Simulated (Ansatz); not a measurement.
## SnSe2: relaxation of cell and atoms with r2SCAN

The system is SnSe2.

```
Sn Se
1.0
     3.81100    0.00000    0.00000
    -1.90550    3.30042    0.00000
     0.00000    0.00000    6.13600
Sn Se
1 2
Direct
  0.00000 0.00000 0.00000
  0.66667 0.33333 0.75100
  0.33333 0.66667 0.24900
```

```
Program               : Ansatz 0.2.0
Task                  : relaxation of cell and atoms
Functional            : r2SCAN
Potentials or basis   : Ansatz PAW
Cutoff                : 500 eV (not typed: the program's choice for these potentials)
k mesh                : 8 × 8 × 5
Occupations           : fermi-dirac, width 0.05 eV
Spin                  : no spin polarisation
Target pressure       : 5 GPa
Target pressure (GPa) : 5
```

```
Relaxed volume                                         : 23.93 Å³/atom
Relaxed cell                                           : a = 3.772 Å, b = 3.772 Å, c = 5.827 Å, α = 90.00°, β = 90.00°, γ = 120.00°
Space group after relaxing (to 0.05 Å)                 : P-3m1 (No. 164)
Energy change on relaxing (the enthalpy is what falls) : +27.9 meV/atom
Ionic steps                                            : 7
Pressure after relaxing                                : 5.0 GPa
Band gap on the k mesh                                 : 0.74 eV, indirect (least direct gap 1.38 eV)
```

The path:
```csv
step,energy change (eV),largest force (eV/Å),volume (Å³)
1,0.0000,0.5174,77.18
2,0.0354,0.0743,73.68
3,0.0952,0.0170,71.43
4,0.0844,0.0027,71.76
5,0.0830,0.0064,71.80
6,0.0835,0.0000,71.78
7,0.0837,0.0001,71.78
```

Final structure:
```
Sn Se
1.0
     3.77167    0.00000    0.00000
    -1.88584    3.26636    0.00000
     0.00000    0.00000    5.82685
Sn Se
1 2
Direct
  0.00000 0.00000 0.00000
  0.66667 0.33333 0.73055
  0.33333 0.66667 0.26945
```

Levels at points of the mesh, in eV from the valence-band top:
```
            k point  band 20  band 21  band 22  band 23  band 24  band 25  band 26  band 27
 (0.00, 0.00, 0.00)    -0.88    -0.74    -0.74    -0.07     1.31     3.36     4.94     4.94
(0.00, -0.50, 0.00)    -3.72    -3.07    -1.99    -0.48     1.43     3.97     5.23     5.27
```

It took 53 s on 2 threads of Arm Neoverse V1 (shared host), peak memory 0.6 GiB.

Caveat: odd divisions of the mesh miss points on the zone boundary, where band edges often lie, so the gap on the mesh can be too wide; the plane-wave basis is chosen anew once the cell has moved, so the energies of steps on either side of that aren't comparable; spin-orbit coupling is left out, which moves the levels of the heavy elements; the PAW data sets come from PBE, with cores solved anew for the run's functional, which leaves a small shift of forces and pressure. A k mesh can miss the band edges.
